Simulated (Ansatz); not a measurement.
# SnSiH4OF (SMILES [F][SnH][O][SiH3]) at RPA@PBE0/def2-SVP (core potential)

What is the vertical ionisation energy of SnSiH4OF at RPA@PBE0/def2-SVP (core potential)? 

Program for the calculation: Ansatz 0.2.0.

106 further runs of the same task are left out: 3 that didn't finish, 103 set aside as unsound or not needed. Runs told in other sessions of the task aren't counted.

## Step 1: Starting point

SnSiH4OF has 8 atoms, charge 0, and is taken as a doublet. SMILES: `[F][SnH][O][SiH3]`. Geometry: relaxed at PBE0-D4/def2-TZVP. This is one conformer, not always the lowest.

Bond lengths: F1–Sn2 1.929 Å, Sn2–O3 1.951 Å, O3–Si4 1.640 Å, Sn2–H5 1.742 Å, Si4–H6 1.486 Å, Si4–H7 1.486 Å, Si4–H8 1.489 Å. Angles: F1–Sn2–O3 102.1°, Sn2–O3–Si4 137.7°, F1–Sn2–H5 106.1°, O3–Sn2–H5 105.6°, O3–Si4–H6 108.6°, O3–Si4–H7 110.5°, O3–Si4–H8 111.0°, H6–Si4–H7 109.2°, H6–Si4–H8 108.8°, H7–Si4–H8 108.7°.

## Step 2: A single-point energy at RPA@PBE0/def2-SVP (core potential)

File molecule.yaml:

```yaml
crystal:
  periodic: [false, false, false]
  atoms:
    - {symbol: F, position_ang: [-1.607300, 1.731700, 1.020300]}
    - {symbol: Sn, position_ang: [-0.420700, 1.874500, -0.493500]}
    - {symbol: O, position_ang: [0.210000, 0.039300, -0.694400]}
    - {symbol: Si, position_ang: [0.713800, -1.182700, 0.276900]}
    - {symbol: H, position_ang: [-1.435700, 2.176300, -1.877100]}
    - {symbol: H, position_ang: [1.729100, -1.982100, -0.456700]}
    - {symbol: H, position_ang: [-0.427200, -2.061300, 0.643600]}
    - {symbol: H, position_ang: [1.330300, -0.652900, 1.525000]}
basis:
  gaussian:
    orbitals: def2-SVP
magnetization:
  spin_polarized: true
  initial_magnetization: 1
hamiltonian:
  xc: {name: PBE0}
correlation:
  method: rpa
  frozen_orbitals: {F: 1, H: 0, O: 1, Si: 5, Sn: 4}
accuracy: high
```

The run is started by

```console
$ ansatz run molecule.yaml --threads 1 --pin off --max-ram 3480MiB --events-out events.jsonl --progress --plain --runs-dir runs
```

Log:

```text
Warning: RAYON_NUM_THREADS=1 ignored (pool sized by the plan → 1); use --threads N
Functional definition: PBE0
  name "PBE0"
  parameter a = 0.25
  parameter kappa = 0.804
  parameter beta = 0.06672455060314922
  exchange = (1 - a)*pbe_x(kappa = kappa, mu = beta*pi^2/3) + a*exact_x
  correlation = pbe_c(beta = beta)
2096 factors; integrals over basis functions are off by at most 8.4e-9 eV
mean field evaluation 1: about -18517.7910 eV, gradient 4.3e1 eV
mean field evaluation 2: about -18517.9167 eV, gradient 4.3e1 eV
mean field evaluation 4: about -18523.8259 eV, gradient 1.3e1 eV
mean field evaluation 8: about -18524.5173 eV, gradient 8.5e-1 eV
mean field evaluation 16: about -18524.5229 eV, gradient 4.6e-4 eV
mean field evaluation 32: about -18514.0487 eV, gradient 3.6e1 eV
mean field -18524.52291341 eV, -680.7636606951 hartree, gradient 3.7e-8 eV, S^2 0.754815; 0 other end points of the search recorded, 0 dependent functions left out
11 core orbitals not correlated: weight in the atoms' cores, before any rotation towards them, 1.000 or more for the frozen orbitals, at most 0.000 for the correlated occupied ones
reference -18468.08133609 eV, -678.6894709862 hartree; 18, 17 occupied and 63, 64 virtual orbitals, 2096 factors
Total energy: -18490.88149532 eV, -679.5273613833 hartree
```

Run time: 31 s. Hardware: 1 thread of Arm Neoverse V1, shared host; peak memory 0.6 GiB.

## Step 3: The singlet cation at the same level

File job.yaml:

```yaml
crystal:
  periodic: [false, false, false]
  atoms:
    - {symbol: F, position_ang: [-1.607300, 1.731700, 1.020300]}
    - {symbol: Sn, position_ang: [-0.420700, 1.874500, -0.493500]}
    - {symbol: O, position_ang: [0.210000, 0.039300, -0.694400]}
    - {symbol: Si, position_ang: [0.713800, -1.182700, 0.276900]}
    - {symbol: H, position_ang: [-1.435700, 2.176300, -1.877100]}
    - {symbol: H, position_ang: [1.729100, -1.982100, -0.456700]}
    - {symbol: H, position_ang: [-0.427200, -2.061300, 0.643600]}
    - {symbol: H, position_ang: [1.330300, -0.652900, 1.525000]}
basis:
  gaussian: {orbitals: def2-SVP}
total_charge: 1
hamiltonian: {xc: pbe0}
correlation: {method: rpa, frozen_orbitals: {F: 1, H: 0, O: 1, Si: 5, Sn: 4}}
accuracy: high
```

The run is started by

```console
$ ansatz run job.yaml --threads 1 --pin off --max-ram 3480MiB --events-out events.jsonl --progress --plain --runs-dir runs
```

Log, shortened:

```text
Warning: RAYON_NUM_THREADS=1 ignored (pool sized by the plan → 1); use --threads N
[... 2 set-up lines as earlier in the session ...]
[...]
2092 factors; integrals over basis functions are off by at most 8.4e-9 eV
[...]
mean field -18515.28082915 eV, -680.4240203633 hartree, gradient 5.7e-8 eV, S^2 0.000000; 1 other end points of the search recorded, 0 dependent functions left out
11 core orbitals not correlated: weight in the atoms' cores, before any rotation towards them, 1.000 or more for the frozen orbitals, at most 0.000 for the correlated occupied ones
reference -18458.42773549 eV, -678.3347077075 hartree; 17, 17 occupied and 64, 64 virtual orbitals, 2092 factors
Total energy: -18481.74206995 eV, -679.1914936961 hartree
```

Run time: 25 s. Hardware: 1 thread of Arm Neoverse V1, shared host; peak memory 0.45 GiB.

## Step 4: What came out

At RPA@PBE0/def2-SVP (core potential), 11 core orbitals frozen:

| quantity | value |
| --- | --- |
| doublet SnSiH4OF: total energy | -679.52736 Eh |
| doublet SnSiH4OF: RPA correlation energy (valence) | -837.9 mEh |
| doublet SnSiH4OF: ⟨S²⟩ of the reference determinant | 0.755 |
| singlet cation: total energy | -679.19149 Eh |
| singlet cation: RPA correlation energy (valence) | -856.8 mEh |
| vertical ionisation energy (to the singlet cation) | 9.139 eV |

In words: Removing an electron at fixed nuclei costs 9.14 eV (882 kJ/mol). Only the singlet of the ionised species was computed; a triplet could lie lower.
